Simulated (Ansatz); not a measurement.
**Cu: a tetragonal deformation path**

An exercise on one series of results from a longer session: the logs are not shown, and one member is left open.

Program: Ansatz 0.2.0. Level of theory: DFT PBEsol, scalar-relativistic, plane waves, PAW. These are calculated values, not measurements.

### Starting point

The structure is tetragonal, space group I4/mmm (No. 139). The conventional cell has a = 2.886 Å, b = 2.886 Å, c = 2.752 Å, α = 90.00°, β = 90.00°, γ = 90.00°. Around Cu (site symmetry 4/mmm) lie 10 Cu at 2.46 to 2.75 Å.

Coordinates:

```
Cu
1.0
    -1.44279    1.44279    1.37608
     1.44279   -1.44279    1.37608
     1.44279    1.44279   -1.37608
Cu
1
Cartesian
  0.0000 0.0000 0.0000
```

It goes back to an entry of the Materials Project, which need not be the stable form.

No relaxation comes first: the listed cell is the starting point.

### The reference cell

Reference values: F = -6588.7353 eV; pressure -1.42 GPa; largest force 0.000 eV/Å; gap on the mesh none (metal). It was computed beforehand with the settings of the runs below.

Set-up of the first run:

At fixed volume and fractional coordinates, lengths along (0.000, 0.000, 1.000) are scaled against those across it; ρ is that ratio over its starting value.

input.yaml

```yaml
crystal:
  lattice:
    - [-1.5231095727, 1.5231095727, 1.2347814342]
    - [1.5231095727, -1.5231095727, 1.2347814342]
    - [1.5231095727, 1.5231095727, -1.2347814342]
  atoms:
    - { symbol: Cu, position: [0.0, 0.0, 0.0] }
basis:
  ecutwfc: 420
kpoints:
  mp_grid: { grid: [26, 26, 26] }
hamiltonian:
  xc: pbesol
scf:
  occupations: { method: gaussian, width: 0.15 }
output:
  forces: true
  stress: true
  eigenvalues: true
```

On the command line:

```bash
$ ansatz run input.yaml --threads 1 --pin off --max-ram 2560MiB --backend cpu --events-out ev --progress --plain --runs-dir out
```

Among the steps run: ρ = 0.850; At ρ = 1.200; At ρ = 0.920; Point ρ = 1.100; At ρ = 0.960; At ρ = 1.050; Point ρ = 0.800; ρ = 1.300.

One table of the session follows, with a row left open; its other results are not shown here.

```
    ρ  ΔE (meV/atom)  pressure (GPa)
0.800           68.7             2.8
0.850              ?               ?
0.920            3.1            -1.0
0.960            0.2            -1.3
1.000            0.0            -1.4
1.050            0.2            -1.5
1.100           -0.7            -1.4
1.200           -8.7            -1.5
1.300          -22.2            -1.7
```

Q: Estimate the row for ρ = 0.850 from the others.

Worked estimate for «ΔE (meV/atom)». A straight line through the neighbours (0.800, 68.7) and (0.920, 3.1) gives 68.7 + (3.1 − 68.7) × (0.850 − 0.800) / (0.920 − 0.800) = 41.4; a parabola fitted to 3 rows on both sides gives 31.0.

As computed: ΔE (meV/atom): 25.6; pressure (GPa): 0.6. In «ΔE (meV/atom)» the line misses by +15.8 and the parabola by +5.4.
